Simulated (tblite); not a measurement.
# C15H18Si15: the cost of one run

Computed with tblite 0.8.0 and PySCF 2.14.0 and routines of our own; the level stands in each step. Atoms count from 0.

## (1) The system as given

48 atoms, charge 0, multiplicity 1; geometry from: force field, distance geometry or constructed start.

## (2) Relaxing the molecule with GFN2-xTB

Job settings and geometry (Å):

```
{"job": {"kind": "relax", "xc": "GFN2-xTB", "basis": "xTB"}, "charge": 0, "multiplicity": 1}
C      4.655500     0.849500    -0.001600
Si     3.097200     1.748900    -0.006900
C      1.555400     0.849000     0.001000
Si     1.549500    -0.934300    -0.006200
C      3.099400    -1.834900     0.003400
Si     4.647300    -0.939200    -0.002600
C     -7.750800     0.853000    -0.003300
Si    -9.297700     1.749000     0.001500
C    -10.848600     0.849200    -0.000400
Si   -10.854100    -0.939500     0.001600
C     -9.303200    -1.834900    -0.002100
Si    -7.753400    -0.940700    -0.000000
C     -1.553600     0.852000     0.005000
Si    -3.098200     1.745700    -0.002700
C     -4.652800     0.856400     0.000200
Si    -4.652500    -0.938100     0.006300
C     -3.100000    -1.831800     0.000900
Si    -1.551300    -0.942100    -0.001000
Si    -0.000600     1.748100     0.002500
C      0.002800    -1.832800     0.002700
C      7.748600     0.855100     0.001500
Si     6.199800     1.747800    -0.000200
C      6.204100    -1.829100     0.006600
Si     7.746700    -0.943000    -0.001500
C     10.851800     0.853900     0.000900
Si     9.295000     1.745400     0.002500
C      9.301800    -1.831400    -0.000700
Si    10.850700    -0.938100     0.001200
Si    -6.200100     1.746700    -0.002000
C     -6.199600    -1.833300     0.003400
H      3.104000     3.186800    -0.001100
H      3.098500    -2.922400     0.000200
H     -9.302100     3.186300    -0.001900
H    -11.793200     1.394900     0.003700
H    -12.097200    -1.656900    -0.003300
H     -9.300600    -2.921500    -0.002900
H     -3.101200     3.186300    -0.004100
H     -3.099500    -2.921200    -0.002600
H      0.001100     3.182300    -0.000100
H     -0.004800    -2.920300     0.001200
H      6.200600     3.183900     0.003800
H      6.206600    -2.929300     0.003700
H     11.800200     1.397200    -0.003600
H      9.303700     3.185700    -0.001800
H      9.297400    -2.922000     0.002400
H     12.096500    -1.657100    -0.003400
H     -6.198300     3.186300    -0.000600
H     -6.201000    -2.921100     0.002300
```

Run with:

```sh
$ OMP_NUM_THREADS=4 python large_run.py task.json out
```

One launch serves the whole session: the jobs run in the order shown.

Q: Estimate the wall time and peak memory of this first job on 4 threads of Intel Xeon Platinum 8488C, shared host.

About 17 s, with a peak of 0.16 GiB.
